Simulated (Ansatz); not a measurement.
# Ni3Hg under changes of volume

One of the cells (13.130 Å³/atom); the others are scaled copies at fixed shape and fractional positions:

```xyz
4
Lattice="3.7449 0.0000 0.0000 0.0000 3.7449 0.0000 0.0000 0.0000 3.7449" Properties=species:S:1:pos:R:3 pbc="T T T"
Hg    0.0000    0.0000    0.0000
Ni    1.8725    1.8725    0.0000
Ni    1.8725    0.0000    1.8725
Ni    0.0000    1.8725    1.8725
```

The cell comes from a database or a generator and needn't be the stable form of this composition.

- Program: Ansatz 0.2.0
- Functional: PBE
- Potentials or basis: Ansatz PAW
- Cutoff: 420 eV (not typed: the program's choice for these potentials)
- k mesh: 7 × 7 × 7
- Occupations: fermi-dirac, width 0.05 eV
- Spin: collinear spin, ferromagnetic start
- Starting moments: [0.0, 1.0, 1.0, 1.0] μB

```csv
volume (Å³/atom),energy over the lowest point (meV/atom),pressure (GPa),moment (μB per cell)
12.342,?,?,?
12.605,14.29,8.2,1.09
12.867,4.16,4.4,1.10
13.130,0.00,1.0,1.12
13.393,1.10,-2.0,1.13
13.655,6.84,-4.7,1.15
13.918,16.68,-7.0,1.17
```

**Question.** What does the run at 12.342 Å³/atom give?

**Answer.** Energy over the lowest point 31.14 meV/atom; pressure 12.6 GPa; moment 1.08 μB per cell.

Worked out: A Birch-Murnaghan fit of order 3 (a polynomial in V^(-2/3)) to the other rows has its minimum at 13.20 Å³/atom with B0 = V·E''(V) = 156 GPa and B' = 5.4. It gives 31.25 meV/atom at 12.342 Å³/atom, against the run's 31.14, and -dE/dV = 12.6 GPa, against 12.6. A straight line through the other rows of the moment, of slope 0.0609 μB per Å³/atom, extrapolates to 1.07 μB, against the run's 1.08.

Energies are extrapolated to zero smearing.
